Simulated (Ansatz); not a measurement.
What does this script print? It uses the Python package of Ansatz (0.2.0).

`tipt3.py`:
```python
"""Energy against volume for TiPt3, with a fit."""

import warnings

import ansatz as az
from ase.eos import EquationOfState
from ase.units import GPa
import numpy as np

params = {
    "cutoff": 550,
    "xc": "r2scan",
    "mesh": (6, 6, 6),
}

vectors0 = np.array([
    [3.897, 0.0, 0.0],
    [0.0, 3.897, 0.0],
    [0.0, 0.0, 3.897],
])
sites = [
    ("Ti", [0.0, 0.0, 0.0]),
    ("Pt", [0.0, 0.5, 0.5]),
    ("Pt", [0.5, 0.0, 0.5]),
    ("Pt", [0.5, 0.5, 0.0]),
]


def crystal_on(cell):
    crystal = az.Crystal(lattice=az.Lattice.of(cell))
    for symbol, position in sites:
        crystal = crystal.atom(symbol, position)
    return crystal


def main() -> None:
    warnings.simplefilter("ignore", az.DeckWarning)

    # scale the volume, keep shape and fractions
    volumes, energies, pressures = [], [], []
    for scale in np.linspace(0.94, 1.06, 7):
        cell = vectors0 * scale ** (1 / 3)
        model = (
            crystal_on(cell).calculation()
            .occupations(az.OccupationsMethod.COLD)
            .basis(params["cutoff"])
            .functional(params["xc"])
            .kpoints(*params["mesh"])
            .stress()
        )
        report = model.run().report
        volumes.append(abs(np.linalg.det(cell)) / len(sites))
        energies.append(report["free_energy_ev"] / len(sites))
        pressures.append(np.trace(report["stress_gpa"]) / 3)
        print(f"V = {volumes[-1]:8.4f} A^3/atom  F = {energies[-1]:.5f} eV/atom  P = {pressures[-1]:8.3f} GPa")

    eos = EquationOfState(volumes, energies, eos="birchmurnaghan")
    v0, e0, bulk = eos.fit()
    print(f"V0 = {v0:.4f} A^3/atom, E0 = {e0:.5f} eV/atom, B = {bulk / GPa:.1f} GPa")


if __name__ == "__main__":
    main()
```

```console
$ python tipt3.py
V =  13.9078 A^3/atom  F = -10029.51917 eV/atom  P =   25.179 GPa
V =  14.2037 A^3/atom  F = -10029.55854 eV/atom  P =   17.605 GPa
V =  14.4996 A^3/atom  F = -10029.58471 eV/atom  P =   10.861 GPa
V =  14.7956 A^3/atom  F = -10029.59912 eV/atom  P =    4.862 GPa
V =  15.0915 A^3/atom  F = -10029.60309 eV/atom  P =   -0.464 GPa
V =  15.3874 A^3/atom  F = -10029.59778 eV/atom  P =   -5.185 GPa
V =  15.6833 A^3/atom  F = -10029.58427 eV/atom  P =   -9.368 GPa
V0 = 15.0646 A^3/atom, E0 = -10029.60313 eV/atom, B = 257.9 GPa
```

A third-order Birch-Murnaghan fit through the 7 points has its minimum at 15.06 Å³ an atom, 1.8 % above the typed cell, with a bulk modulus of 258 GPa and dB/dP = 5.0. From that minimum the energy rises by 84.0 meV an atom on the compressed side and 18.9 meV on the expanded side.

Caveats:
- Total energies depend on the potentials; only differences at equal settings carry meaning.
- For a metal this k-point mesh is coarse: on a finer one energies can move by several to tens of meV an atom and pressures by half a GPa or more, differences at one mesh by less.
- Pressure is positive in compression.
- Spin-orbit coupling, which matters for elements this heavy, is left out.
- The structure is a deposited one; some such entries were measured under pressure or heat, so a shift against it needn't be the functional's error alone.
- Timing: 30 s on 1 thread of Intel(R) Xeon(R) 6975P-C (Granite Rapids), on a shared host, peak memory 0.63 GiB.

(Lines on the test bed's own set-up are left out of the output.)
